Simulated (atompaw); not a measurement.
# Co: the cost of one run

The numbers are computed with atompaw 4.2.0.5 (PBE, scalar-relativistic, spin-unpolarised reference atom).

## (1) The atom and the settings

Typed settings, in words:

* element: cobalt (Co, Z = 27)
* type: PAW
* frozen core: [Ne]
* valence charge: 17
* reference configuration: 3s2 3p6 3d8 4s1 4p0
* partial waves: 3s (bound): rc 1.10 bohr; 4s (bound): rc 1.35 bohr; 3p (bound): rc 1.30 bohr; 4p (bound, empty): rc 1.70 bohr; 3d (bound): rc 1.70 bohr; 3d channel at 0.95 Ry: rc 1.70 bohr
* local potential: troulliermartins scheme with l = 3 at -0.5 Ry, radius 1.35 bohr
* core correction: smooth core density matched at 0.90 bohr
* augmentation charge: besselshape compensation charge, radius 1.50 bohr; PAW radius 1.70 bohr; waves and projectors: custom polynom2 7 10 vanderbiltortho

The nodes and maxima of the atom's own shells, from an earlier all-electron run, set the scale for the radii.

All-electron outer shells of the reference configuration (PBE, scalar-relativistic, ld1.x):

| shell | level (eV) | outermost node (bohr) | outermost maximum (bohr) |
| --- | --- | --- | --- |
| 2s | -893.70 | 0.08 | 0.21 |
| 2p | -764.70 | – | 0.17 |
| 3s | -97.60 | 0.31 | 0.67 |
| 3p | -60.97 | 0.28 | 0.68 |
| 4s | -4.37 | 0.97 | 2.44 |
| 3d | -4.24 | – | 0.68 |
| 4p | -0.81 | 1.07 | 3.73 |

## (2) The generation run

Input file Co.input:

```
Co 27
GGA-PBE scalarrelativistic loggrid 1500 logderivrange -9 5 351
4 4 3 0 0 0
4 0 1
4 1 0
3 2 8
0 0 0
c
c
v
v
c
v
v
v
2
1.70 1.50 1.35 0.90
n
n
y
0.95
n
custom polynom2 7 10 vanderbiltortho besselshape
3 -0.5 troulliermartins
1.10
1.35
1.30
1.70
1.70
1.70
PWSCFOUT
UPFDX 0.0125d0 UPFXMIN -7.d0 UPFZMESH 27.d0
END
```

Started as:

```sh
atompaw < Co.input > Co.log
```

**Question.** How long does this run take on 1 thread of Intel Xeon 6975P-C, shared host?

About 12 s.
